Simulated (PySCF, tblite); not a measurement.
**C₆H₁₀B₂: geometry, infrared bands and NMR shifts**

What infrared bands and NMR shifts should C₆H₁₀B₂ (`BC(B)(C)/C=C\C#C`) show?

Computed with tblite 0.8.0 and PySCF 2.14.0, with density-fitted response routines of our own, on a single molecule in the gas phase. Atoms are numbered from 0 throughout.

### Step 1. The starting structure

18 atoms, charge 0, multiplicity 1; geometry from: force field or distance geometry start.

Bonds of the start (Å): B0–C1 1.57, C1–B2 1.60, C1–C3 1.48, C1–C4 1.47, C4–C5 1.31, C5–C6 1.43, C6–C7 1.21, B0–H8 1.17, B0–H9 1.19, B2–H10 1.17, B2–H11 1.19, C3–H12 1.14, C3–H13 1.10, C3–H14 1.11, C4–H15 1.10, C5–H16 1.10, C7–H17 1.05.

### Step 2. Relaxing the molecule with GFN2-xTB

Job settings and geometry (Å):

```
{"job": {"kind": "relax", "xc": "GFN2-xTB", "basis": "xTB"}, "charge": 0, "multiplicity": 1}
B     -0.653700     0.519200    -1.596300
C     -0.624900    -0.205300    -0.200000
B     -2.014900    -0.979400    -0.024700
C     -0.579200     0.793500     0.888300
C      0.383100    -1.270200    -0.206000
C      1.665500    -1.118200     0.031900
C      2.148300     0.189100     0.352500
C      2.570300     1.287100     0.638400
H      0.299600     0.438800    -2.276500
H     -1.454900     1.361000    -1.843000
H     -2.945200    -0.781300    -0.708800
H     -2.209200    -1.509800     1.018800
H     -1.645500     0.971300     1.246600
H      0.009200     0.550500     1.782700
H     -0.291900     1.778100     0.453500
H      0.068100    -2.296800    -0.444400
H      2.351600    -1.972600    -0.003900
H      2.914900     2.251500     0.879300
```

Launch:

```console
> OMP_NUM_THREADS=1 python probes_run.py task.json out
```

This one command runs all jobs of the session in turn.

**Question.** This job is followed by: GFN2-xTB harmonic vibrations, gas phase; GIAO PBE0/pcSseg-1 NMR shielding, non-relativistic, gas phase. Predict these results of the whole session: strongest single infrared mode (GFN2-xTB); zero-point energy (GFN2-xTB); 13C shifts against TMS (PBE0/pcSseg-1); 1H shifts against TMS (PBE0/pcSseg-1, means over atoms taken as alike); 11B shifts against BF3·OEt2 (PBE0/pcSseg-1, means over atoms taken as alike); surface potential, 1st and 99th percentile.

**Answer**, as computed:

```
                                                                    quantity                                      value
                                   strongest single infrared mode (GFN2-xTB)                      2658 cm⁻¹, 175 km/mol
                                                zero-point energy (GFN2-xTB)                              85.9 kcal/mol
                                      13C shifts against TMS (PBE0/pcSseg-1)  146.2, 132.6, 110.6, 85.9, 82.3, 24.7 ppm
      1H shifts against TMS (PBE0/pcSseg-1, means over atoms taken as alike)           7.11, 5.95, 5.52, 3.94, 2.49 ppm
11B shifts against BF3·OEt2 (PBE0/pcSseg-1, means over atoms taken as alike)                                   49.2 ppm
                                       surface potential, 1st and 99th percentile                         -0.51 V and 1.68 V
```

**Reading.** The optimisation took 194 steps and gained 0.962 eV; among the close pairs (by a distance rule), C1–B2 changed most, from 1.601 to 1.539 Å. All 48 modes are real, so the xTB geometry is a minimum. The strongest single mode, at 2658 cm⁻¹, moves mainly H9 and H8. Unscaled tight-binding wavenumbers are off by several per cent, some by more. Its intensities can rank the bands wrongly. C5 (alkene CH) lies farthest downfield among carbon, at 146.2 ppm; an sp2 carbon of a C=C bond. H16 (hydrogen on an alkene CH) lies farthest downfield among hydrogen, at 7.11 ppm; attached to an sp2 carbon and in the plane of the double bond. At PBE0/pcSseg-1: Shielding is most anisotropic at C6 (span 297 ppm, paramagnetic term -154 ppm). At PBE0/pcSseg-1, counted by nearest atom on the grid, the HOMO lies on C1, C7 about 17 % each; C5 13 %, the LUMO on C5 23 %; B0 15 %.
